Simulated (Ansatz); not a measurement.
**C5H7O2−: one species, many methods**

One table from this session's results is given with a row withheld; the runs are named, their logs left out.

Method: functionals in def2-TZVPPD, the program's frozen cores in correlated methods; program: Ansatz 0.2.0, Gaussian basis.

The runs, in order: LDA (SPW92), PBE-D4, revPBE-D4, BLYP-D4, r2SCAN-D4, B97M-V, PBE0-D4, B3LYP-D4, r2SCANh-D4, r2SCAN0-D4, HSE06-D4, BHLYP-D4, CAM-B3LYP-D4, LC-ωPBE, ωB97X-V, ωB97M-V, B2PLYP, PBE-QIDH; CCSD(T)/def2-SVPD; MP2/def2-TZVPPD; MP2/def2-QZVPPD; RPA on PBE.

## The geometry

All runs share one geometry, relaxed beforehand with PBE0-D4 in a triple-zeta def2 set.

SMILES `CC(=O)[CH-]C(C)=O`, 14 atoms, charge -1, spin multiplicity 1.

Atoms are counted from 1 here; the program's logs count them from 0.

Bond lengths: C1–C2 1.529 Å, C1–H8 1.093 Å, C1–H9 1.094 Å, C1–H10 1.094 Å, C2–O3 1.248 Å, C2–C4 1.407 Å, C4–C5 1.420 Å, C4–H11 1.086 Å, C5–C6 1.517 Å, C5–O7 1.244 Å, C6–H12 1.092 Å, C6–H13 1.093 Å, C6–H14 1.093 Å. Angles: C2–C1–H8 113.5°, C2–C1–H9 108.8°, C2–C1–H10 108.8°, H8–C1–H9 109.2°, H8–C1–H10 109.2°, H9–C1–H10 107.0°, C1–C2–O3 115.9°, C1–C2–C4 115.8°, O3–C2–C4 128.2°, C2–C4–C5 127.4°, C2–C4–H11 117.8°, C5–C4–H11 114.8°, C4–C5–C6 118.8°, C4–C5–O7 123.1°, C6–C5–O7 118.1°, C5–C6–H12 108.5°, C5–C6–H13 110.8°, C5–C6–H14 110.8° and more.

The first run:

Contents of in.yaml:

```yaml
crystal:
  periodic: [false, false, false]
  atoms:
    - {symbol: C, position_ang: [1.227710, -1.979276, 0.434163]}
    - {symbol: C, position_ang: [0.691146, -0.553022, 0.303630]}
    - {symbol: O, position_ang: [1.413242, 0.347601, 0.777846]}
    - {symbol: C, position_ang: [-0.555182, -0.422852, -0.336859]}
    - {symbol: C, position_ang: [-1.275099, 0.775409, -0.586798]}
    - {symbol: C, position_ang: [-0.679582, 2.094847, -0.132949]}
    - {symbol: O, position_ang: [-2.376946, 0.797570, -1.163493]}
    - {symbol: H, position_ang: [0.562838, -2.735481, 0.010293]}
    - {symbol: H, position_ang: [1.393927, -2.198508, 1.493445]}
    - {symbol: H, position_ang: [2.201474, -2.037229, -0.062126]}
    - {symbol: H, position_ang: [-1.041415, -1.327554, -0.688630]}
    - {symbol: H, position_ang: [-1.369716, 2.897211, -0.402010]}
    - {symbol: H, position_ang: [0.299944, 2.255093, -0.589982]}
    - {symbol: H, position_ang: [-0.492331, 2.086180, 0.943469]}
basis:
  gaussian: {orbitals: "def2-TZVPPD.json"}
total_charge: -1
hamiltonian: {xc: lda}
output: {orbitals: {seedname: orbitals}}
```

Launch:

```bash
> ansatz run in.yaml --threads 4 --pin off --events-out ev --progress --plain --max-ram 11315MiB
```

Among the steps run: LDA; PBE-D4 (GGA); revPBE-D4 (GGA); BLYP-D4 (GGA); r2SCAN-D4 (meta-GGA); B97M-V (meta-GGA); B3LYP-D4 (hybrid); r2SCANh-D4 (hybrid); r2SCAN0-D4 (hybrid); HSE06-D4 (hybrid); BHLYP-D4 (hybrid); CAM-B3LYP-D4 (range-separated); LC-ωPBE (range-separated); ωB97X-V (range-separated); ωB97M-V (range-separated); B2PLYP (double hybrid); PBE-QIDH (double hybrid).

One table of the session follows, with a row left open; its other results are not shown here.

It belongs to the step «Frontier levels by functional». Levels, from each run's orbital file:

| functional | HOMO (eV) | LUMO (eV) | gap (eV) |
| --- | --- | --- | --- |
| LDA (SPW92) | -0.39 | 3.10 | 3.49 |
| PBE-D4 | -0.17 | 3.11 | 3.28 |
| revPBE-D4 | -0.08 | 3.08 | 3.16 |
| BLYP-D4 | -0.04 | 3.11 | 3.14 |
| r2SCAN-D4 | -0.30 | 3.61 | 3.91 |
| B97M-V | -0.33 | 3.17 | 3.49 |
| PBE0-D4 | -1.12 | 3.64 | 4.76 |
| B3LYP-D4 | -0.96 | 3.39 | 4.36 |
| r2SCANh-D4 | -0.67 | 3.91 | 4.58 |
| r2SCAN0-D4 | -1.25 | 4.07 | 5.32 |
| HSE06-D4 | -0.74 | 3.34 | 4.07 |
| BHLYP-D4 | -2.03 | 3.96 | 5.99 |
| CAM-B3LYP-D4 | -2.35 | 4.10 | 6.45 |
| LC-ωPBE | ? | ? | ? |
| ωB97X-V | -3.24 | 4.84 | 8.08 |
| ωB97M-V | -3.20 | 4.22 | 7.42 |

Q: Estimate the row for LC-ωPBE from the others.

The run gave: HOMO (eV): -3.53; LUMO (eV): 4.88; gap (eV): 8.40. In the column «HOMO (eV)» it is the lowest.
